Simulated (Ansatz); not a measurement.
# CH8N2SSi: one species, many methods

The task here is to estimate one member of a computed series from the others.

Computed with Ansatz 0.2.0, Gaussian basis. Level: functionals in def2-TZVPP, the program's frozen cores in correlated methods.

The runs, in order: PBE-D4, r2SCAN-D4, PBE0-D4, B3LYP-D4, ωB97X-V, ωB97M-V, B2PLYP; CCSD(T)/def2-TZVPP; MP2/def2-QZVPP; extrapolation to the limit.

### Structure used throughout

An earlier PBE0-D4 in a triple-zeta def2 set relaxation fixed the geometry.

13 atoms, charge 0, spin multiplicity 1.

Atoms are counted from 1 here; the program's logs count them from 0.

Bond lengths: C1–Si2 1.865 Å, C1–H6 1.094 Å, C1–H7 1.093 Å, C1–H8 1.092 Å, Si2–N3 1.713 Å, Si2–N4 1.707 Å, Si2–S5 2.160 Å, N3–H9 1.008 Å, N3–H10 1.007 Å, N4–H11 1.005 Å, N4–H12 1.006 Å, S5–H13 1.342 Å. Angles: Si2–C1–H6 111.7°, Si2–C1–H7 110.2°, Si2–C1–H8 110.6°, H6–C1–H7 108.0°, H6–C1–H8 107.9°, H7–C1–H8 108.4°, C1–Si2–N3 106.2°, C1–Si2–N4 119.0°, C1–Si2–S5 107.8°, N3–Si2–N4 105.2°, N3–Si2–S5 118.2°, N4–Si2–S5 101.2°, Si2–N3–H9 119.3°, Si2–N3–H10 119.5°, H9–N3–H10 110.8°, Si2–N4–H11 121.9°, Si2–N4–H12 120.8°, H11–N4–H12 112.9° and more.

Coordinates:

```xyz
13

C    -1.4148    0.2767    0.6145
Si    0.2436   -0.0120   -0.1893
N     1.3423   -0.3298    1.0856
N     0.4232   -1.3188   -1.2721
S     0.6477    1.6655   -1.4885
H    -1.3991    1.1519    1.2703
H    -1.6990   -0.5912    1.2155
H    -2.1853    0.4385   -0.1419
H     2.3204   -0.4520    0.8746
H     1.2226    0.1360    1.9707
H     0.0851   -1.2761   -2.2178
H     0.5161   -2.2608   -0.9313
H    -0.0823    2.5376   -0.7754
```

Set-up of the first run:

in.yaml

```yaml
crystal:
  periodic: [false, false, false]
  atoms:
    - {symbol: C, position_ang: [-1.414807, 0.276653, 0.614474]}
    - {symbol: Si, position_ang: [0.243586, -0.012008, -0.189308]}
    - {symbol: N, position_ang: [1.342252, -0.329802, 1.085640]}
    - {symbol: N, position_ang: [0.423182, -1.318793, -1.272092]}
    - {symbol: S, position_ang: [0.647656, 1.665496, -1.488511]}
    - {symbol: H, position_ang: [-1.399098, 1.151907, 1.270269]}
    - {symbol: H, position_ang: [-1.699032, -0.591230, 1.215483]}
    - {symbol: H, position_ang: [-2.185307, 0.438499, -0.141933]}
    - {symbol: H, position_ang: [2.320389, -0.451974, 0.874571]}
    - {symbol: H, position_ang: [1.222561, 0.136013, 1.970667]}
    - {symbol: H, position_ang: [0.085110, -1.276138, -2.217799]}
    - {symbol: H, position_ang: [0.516141, -2.260835, -0.931292]}
    - {symbol: H, position_ang: [-0.082333, 2.537611, -0.775367]}
basis:
  gaussian: {orbitals: def2-TZVPP}
hamiltonian: {xc: pbe, dispersion: d4}
output: {forces: true, orbitals: {seedname: orbitals}}
```

Command:

```bash
$ ansatz run in.yaml --threads 4 --pin off --events-out ev --progress --plain --max-ram 10444MiB
```

Steps of the session up to this table: PBE-D4 (GGA); r2SCAN-D4 (meta-GGA); PBE0-D4 (hybrid); B3LYP-D4 (hybrid); ωB97X-V (range-separated); ωB97M-V (range-separated); B2PLYP (double hybrid); CCSD(T) in def2-TZVPP; MP2 in def2-QZVPP.

One of the session's tables, all rows but one given; the rest of the session is left out.

```
            method  atomisation energy (eV)
            PBE-D4                   48.795
         r2SCAN-D4                   48.022
           PBE0-D4                   48.046
          B3LYP-D4                   48.225
           ωB97X-V                   48.408
           ωB97M-V                   48.448
            B2PLYP                   47.532
     HF/def2-TZVPP                   34.039
    MP2/def2-TZVPP                        ?
   CCSD/def2-TZVPP                   45.986
CCSD(T)/def2-TZVPP                   46.668
           MP2/CBS                   48.670
       CCSD(T)/CBS                   48.199
```

**Question.** Estimate the row for MP2/def2-TZVPP.

The run gave: atomisation energy (eV): 47.139. In the column «atomisation energy (eV)» it lies between CCSD(T)/def2-TZVPP (46.668) and B2PLYP (47.532).

To keep in mind: Free atoms (1 C, 1 Si, 2 N, 1 S, 8 H) were run apart at each level; the atomisation energy is their sum less the molecule, without zero-point or spin-orbit terms.
